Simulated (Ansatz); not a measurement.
# BiS: the cost of one run

Computed with Ansatz 0.2.0 (DFT PBE, scalar-relativistic, plane waves, PAW, unless a step's input says otherwise).

## Step 1: Starting point

Symmetry: Cmcm, No. 63, orthorhombic system. The conventional cell has a = 5.003 Å, b = 13.201 Å, c = 4.969 Å, α = 90.00°, β = 90.00°, γ = 90.00°. Around Bi (site symmetry m2m) lie 7 S at 3.60 to 4.01 Å. S (site symmetry m2m) is surrounded by 2 S at 2.81 Å and 7 Bi at 3.60 to 4.01 Å.

As a file:

```cif
data_structure
_symmetry_space_group_name_H-M 'P 1'
_symmetry_Int_Tables_number 1
_cell_length_a 7.0588
_cell_length_b 7.0588
_cell_length_c 4.9695
_cell_angle_alpha 90.000
_cell_angle_beta 90.000
_cell_angle_gamma 138.486
_cell_volume 164.12
loop_
_atom_site_label
_atom_site_type_symbol
_atom_site_fract_x
_atom_site_fract_y
_atom_site_fract_z
_atom_site_occupancy
Bi1 Bi 0.85400 0.14600 0.75000 1
Bi2 Bi 0.14600 0.85400 0.25000 1
S1 S 0.55000 0.45000 0.75000 1
S2 S 0.45000 0.55000 0.25000 1
```

(A quick probe on a coarse mesh, which set the mesh and smearing, is not shown.)

## Step 3: Rough relaxation on the coarse mesh

File input.yaml:

```yaml
crystal:
  lattice:
    - [2.5016448889, -6.6006238453, 0.0]
    - [2.5016448889, 6.6006238453, 0.0]
    - [0.0, 0.0, 4.9694837657]
  atoms:
    - { symbol: Bi, position: [0.854, 0.146, 0.75] }
    - { symbol: Bi, position: [0.146, 0.854, 0.25] }
    - { symbol: S, position: [0.55, 0.45, 0.75] }
    - { symbol: S, position: [0.45, 0.55, 0.25] }
basis:
  ecutwfc: 420
kpoints:
  mp_grid: { grid: [4, 4, 4] }
hamiltonian:
  xc: pbe
scf:
  occupations: { method: gaussian, width: 0.1 }
  lower_state_search: "off"
output:
  forces: true
  stress: true
  eigenvalues: true
relax:
  adjacent_minimum: "off"
  f_tol: 0.04
  max_steps: 70
  cell: { stress_tol: 0.4 }
```

Command:

```bash
> ansatz run input.yaml --threads 1 --pin off --max-ram 2560MiB --backend cpu --events-out ev --progress --plain --runs-dir out
```

Q: Estimate wall time and peak memory on 1 thread of Intel Xeon Platinum 8259CL at 2.50GHz (Skylake/Cascade Lake), shared host.

About 78 s, with a peak of 0.5 GiB.
